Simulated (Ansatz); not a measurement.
# C2H6S2Si: one species, many methods

One table from this session's results is given with a row withheld; the runs are named, their logs left out.

Method: functionals in def2-TZVPP, the program's frozen cores in correlated methods; program: Ansatz 0.2.0, Gaussian basis.

The runs, in order: PBE-D4, r2SCAN-D4, PBE0-D4, B3LYP-D4, ωB97X-V, ωB97M-V, B2PLYP; CCSD(T)/def2-TZVPP; MP2/def2-QZVPP; extrapolation to the limit.

## The relaxed structure

All runs share one geometry, relaxed beforehand with PBE0-D4 in a triple-zeta def2 set.

11 atoms, charge 0, spin multiplicity 1.

Atoms are counted from 1 here; the program's logs count them from 0.

Bond lengths: C1–Si2 1.858 Å, C1–H6 1.092 Å, C1–H7 1.092 Å, C1–H8 1.094 Å, Si2–C3 1.880 Å, Si2–S5 2.150 Å, Si2–H9 1.488 Å, C3–S4 1.826 Å, C3–H10 1.091 Å, C3–H11 1.091 Å, S4–S5 2.117 Å. Angles: Si2–C1–H6 110.5°, Si2–C1–H7 110.2°, Si2–C1–H8 110.6°, H6–C1–H7 108.4°, H6–C1–H8 108.2°, H7–C1–H8 108.9°, C1–Si2–C3 112.6°, C1–Si2–S5 113.6°, C1–Si2–H9 110.7°, C3–Si2–S5 89.1°, C3–Si2–H9 116.7°, S5–Si2–H9 112.7°, Si2–C3–S4 92.7°, Si2–C3–H10 115.0°, Si2–C3–H11 116.3°, S4–C3–H10 110.7°, S4–C3–H11 110.5°, H10–C3–H11 110.4° and more.

Set-up of the first run:

Contents of in.yaml:

```yaml
crystal:
  periodic: [false, false, false]
  atoms:
    - {symbol: C, position_ang: [-0.913814, 0.937699, -0.960800]}
    - {symbol: Si, position_ang: [0.582093, -0.024712, -0.424745]}
    - {symbol: C, position_ang: [0.205885, -1.228201, 0.969161]}
    - {symbol: S, position_ang: [0.640848, -0.007155, 2.255089]}
    - {symbol: S, position_ang: [1.873843, 1.061847, 0.906518]}
    - {symbol: H, position_ang: [-0.623392, 1.767273, -1.609363]}
    - {symbol: H, position_ang: [-1.431273, 1.345009, -0.089857]}
    - {symbol: H, position_ang: [-1.605431, 0.297083, -1.515686]}
    - {symbol: H, position_ang: [1.304909, -0.573305, -1.604408]}
    - {symbol: H, position_ang: [0.866442, -2.095065, 1.021028]}
    - {symbol: H, position_ang: [-0.834708, -1.537472, 1.073661]}
basis:
  gaussian: {orbitals: def2-TZVPP}
hamiltonian: {xc: pbe, dispersion: d4}
output: {forces: true, orbitals: {seedname: orbitals}}
```

On the command line:

```sh
> ansatz run in.yaml --threads 4 --pin off --events-out ev --progress --plain --max-ram 10444MiB
```

Among the steps run: PBE-D4 (GGA); r2SCAN-D4 (meta-GGA); PBE0-D4 (hybrid); B3LYP-D4 (hybrid); ωB97X-V (range-separated); ωB97M-V (range-separated); B2PLYP (double hybrid); CCSD(T) in def2-TZVPP; MP2 in def2-QZVPP.

One of the session's tables, all rows but one given; the rest of the session is left out.

```
            method  atomisation energy (kcal/mol)
            PBE-D4                          954.8
         r2SCAN-D4                          941.3
           PBE0-D4                          942.6
          B3LYP-D4                          932.4
           ωB97X-V                          942.4
           ωB97M-V                          942.9
            B2PLYP                          920.4
     HF/def2-TZVPP                          676.8
    MP2/def2-TZVPP                          921.9
   CCSD/def2-TZVPP                          891.9
CCSD(T)/def2-TZVPP                          908.1
           MP2/CBS                          950.5
       CCSD(T)/CBS                              ?
```

Q: Estimate the row for CCSD(T)/CBS from the others.

The run gave: atomisation energy (kcal/mol): 936.6. In the column «atomisation energy (kcal/mol)» it lies between B3LYP-D4 (932.4) and r2SCAN-D4 (941.3).
